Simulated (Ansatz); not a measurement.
## CH₄GeS, SMILES [CH2]1[S][GeH2]1: an active-space calculation

Program: Ansatz 0.2.0, Python API.

`ch4ges_cas.py`
```python
import warnings

import ansatz as az
from ase import Atoms

warnings.simplefilter("ignore", az.DeckWarning)

atoms = Atoms(["C", "S", "Ge", "H", "H", "H", "H"], positions=[
    (-0.7191, -0.2815, -0.5112),
    (-0.4877, -1.4787, 0.7183),
    (0.7432, 0.4097, 0.3786),
    (-0.4869, -0.5825, -1.5566),
    (-1.6789, 0.3588, -0.3581),
    (0.5192, 1.4559, 1.5189),
    (2.1714, 0.0502, -0.2356),
])
geometry = az.Crystal.molecule_from_ase(atoms)

base = (
    geometry.calculation()
    .basis(gaussian="def2-SVP")
    .correlation(active_electrons=2, active_orbitals=3)
)
for method in ["sc_nevpt2"]:
    data = (base if method is None else base.correlation(method)).run().report
    space = data["configurations"]
    state = space["states"][0]
    print(method or "casscf", f"total {data['free_energy_ev'] / 27.211386246:.6f} Ha, active-space state {state['energy']['hartree']:.6f} Ha, mean field {data['reference_energy_ev'] / 27.211386246:.6f} Ha")
    print("  determinants", state["n_determinants"], " natural occupations", [round(n, 3) for n in space["natural_occupations"]])
print("effectively unpaired electrons, sum of min(n, 2 - n):", round(sum(min(n, 2 - n) for n in space["natural_occupations"]), 3))
```

`python ch4ges_cas.py` gives:
```text
sc_nevpt2 total -2513.127843 Ha, active-space state -2512.648746 Ha, mean field -2512.626511 Ha
  determinants 9  natural occupations [1.975, 0.021, 0.004]
effectively unpaired electrons, sum of min(n, 2 - n): 0.051
```

What to keep in mind:
- Total energies depend on the basis set; only differences at equal settings carry meaning.
- The geometry is a force-field or estimated start, not a minimum of this method, and the basis set is short of its limit. The active space starts as a window about the frontier orbitals and is then optimised, not chosen by chemistry.
- Run time: 12 s on 1 thread of Intel(R) Xeon(R) 6975P-C (Granite Rapids), on a shared host, peak memory 0.29 GiB.
